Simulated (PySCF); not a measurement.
# B4H16Hf (Hf(BH4)4): the cost of one run

Computed with PySCF 2.14.0. Level: TPSS, Hf def2-SVP with ECP60, B def2-SVP, H def2-SVP; scalar-relativistic core potentials, no spin–orbit coupling.

5 further runs of the same task are left out: 2 for a known fault of the program, 2 that didn't finish, 1 set aside as unsound or not needed.

### Step 1. The system as given

21 atoms, charge 0, spin multiplicity 1.

Bond lengths: Hf1–B2 2.319 Å, Hf1–H4 2.141 Å, Hf1–H5 2.141 Å, Hf1–H6 2.139 Å, Hf1–B7 2.319 Å, Hf1–H9 2.141 Å, Hf1–H10 2.141 Å, Hf1–H11 2.139 Å, Hf1–B12 2.318 Å, Hf1–H14 2.142 Å, Hf1–H15 2.140 Å, Hf1–H16 2.139 Å, Hf1–B17 2.318 Å, Hf1–H19 2.142 Å, Hf1–H20 2.140 Å, Hf1–H21 2.139 Å, B2–H3 1.200 Å, B2–H4 1.258 Å and more. Angles: B2–Hf1–H4 32.5°, B2–Hf1–H5 32.5°, B2–Hf1–H6 32.5°, B2–Hf1–B7 109.5°, B2–Hf1–H9 87.1°, B2–Hf1–H10 96.7°, B2–Hf1–H11 141.1°, B2–Hf1–B12 109.4°, B2–Hf1–H14 96.8°, B2–Hf1–H15 141.0°, B2–Hf1–H16 87.0°, B2–Hf1–B17 109.4°, B2–Hf1–H19 86.9°, B2–Hf1–H20 96.8°, B2–Hf1–H21 141.0°, H4–Hf1–H5 55.4°, H4–Hf1–H6 55.4°, H4–Hf1–B7 87.1° and more.

Coordinates:

```xyz
21

Hf    0.0000    0.0000   -0.0529
B     1.2763    1.3985    1.2854
H     1.9362    2.1242    1.9768
H     0.0605    1.3521    1.6056
H     1.6514    0.1980    1.2951
H     1.2703    1.7170    0.0685
B    -1.2763   -1.3985    1.2854
H    -1.9362   -2.1242    1.9768
H    -0.0605   -1.3521    1.6056
H    -1.6515   -0.1980    1.2951
H    -1.2703   -1.7170    0.0685
B     1.3989   -1.2774   -1.3895
H     2.1235   -1.9364   -2.0829
H     1.4179   -1.6006   -0.1738
H     0.1844   -1.3375   -1.7128
H     1.6653   -0.0476   -1.3943
B    -1.3989    1.2774   -1.3895
H    -2.1235    1.9364   -2.0829
H    -1.4179    1.6006   -0.1738
H    -0.1844    1.3375   -1.7128
H    -1.6653    0.0476   -1.3943
```

Formal oxidation states: Hf +4. An earlier session relaxed this geometry at TPSS, Hf def2-SVP with ECP60, B def2-SVP, H def2-SVP (singlet, point group T).

Its energy there is -157.086775 Eh.

### Step 2. Multiplicity 3 at the relaxed geometry

File run.py (the lines that set the calculation):

```python
mol = gto.M(atom='''
Hf     0.00000     0.00000    -0.05286
B      1.27630     1.39855     1.28543
H      1.93622     2.12422     1.97685
H      0.06050     1.35206     1.60555
H      1.65143     0.19801     1.29513
H      1.27033     1.71697     0.06846
B     -1.27631    -1.39855     1.28542
H     -1.93622    -2.12422     1.97685
H     -0.06051    -1.35206     1.60555
H     -1.65145    -0.19801     1.29512
H     -1.27034    -1.71698     0.06846
B      1.39893    -1.27740    -1.38952
H      2.12351    -1.93639    -2.08292
H      1.41786    -1.60058    -0.17383
H      0.18439    -1.33751    -1.71284
H      1.66528    -0.04763    -1.39428
B     -1.39895     1.27738    -1.38952
H     -2.12355     1.93636    -2.08291
H     -1.41788     1.60056    -0.17383
H     -0.18441     1.33750    -1.71284
H     -1.66528     0.04760    -1.39428''',
    basis={'Hf': 'def2-SVP', 'B': 'def2-SVP', 'H': 'def2-SVP'},
    ecp={'Hf': 'def2-SVP'},
    charge=0, spin=2)
mf = dft.UKS(mol, xc='TPSS')
mf.grids.atom_grid = (50, 194)
mf = mf.density_fit()  # fitting sets: Hf def2-universal-JKFIT, B def2-universal-JKFIT, H def2-universal-JKFIT
mf.conv_tol = 1e-08; mf.max_cycle = 55
mf.kernel(dm0)  # dm0: free metal ions and neutral atoms
```

Command:

```console
> OMP_NUM_THREADS=4 python run.py
```

**Question.** How long does this run take on 4 threads of Intel Xeon Platinum 8488C (Sapphire Rapids), shared host?

About 36 s.
